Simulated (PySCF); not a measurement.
# CNTl (Tl(NC)2+): the cost of one run

Method: PBE, Tl def2-SVP with ECP60, N def2-SVP, C def2-SVP; scalar-relativistic core potentials, no spin–orbit coupling; program: PySCF 2.14.0.

2 further runs of the same task are left out: 1 for a known fault of the program, 1 that didn't finish.

### 1 Starting geometry

3 atoms, charge 2, spin multiplicity 1.

Bond lengths: Tl1–N2 2.358 Å, N2–C3 1.191 Å. Angles: Tl1–N2–C3 180.0°.

Geometry (Å):

```xyz
3

Tl    0.0000    0.0000   -0.4567
N     0.0000    0.0000    1.9011
C     0.0000    0.0000    3.0918
```

Formal oxidation states: Tl +3. An earlier session relaxed this geometry at PBE, Tl def2-SVP with ECP60, N def2-SVP, C def2-SVP (singlet, point group C∞v).

Its energy there is -264.241239 Eh.

### 2 Multiplicity 3 at the relaxed geometry

The input, run.py (the lines that set the calculation):

```python
mol = gto.M(atom='''
Tl     0.00000     0.00000    -0.45673
N      0.00000     0.00000     1.90112
C      0.00000     0.00000     3.09182''',
    basis={'Tl': 'def2-SVP', 'N': 'def2-SVP', 'C': 'def2-SVP'},
    ecp={'Tl': 'def2-SVP'},
    charge=2, spin=2)
mf = dft.UKS(mol, xc='PBE')
mf.grids.atom_grid = (50, 194)
mf = mf.density_fit()  # fitting sets: Tl def2-universal-JKFIT, N def2-universal-JKFIT, C def2-universal-JKFIT
mf.conv_tol = 1e-08; mf.max_cycle = 55
mf.kernel(dm0)  # dm0: free metal ions and neutral atoms
```

Launch:

```console
> OMP_NUM_THREADS=2 python run.py
```

**Question.** How long does this run take on 2 threads of Arm Neoverse V2, shared host?

About 1.3 s.
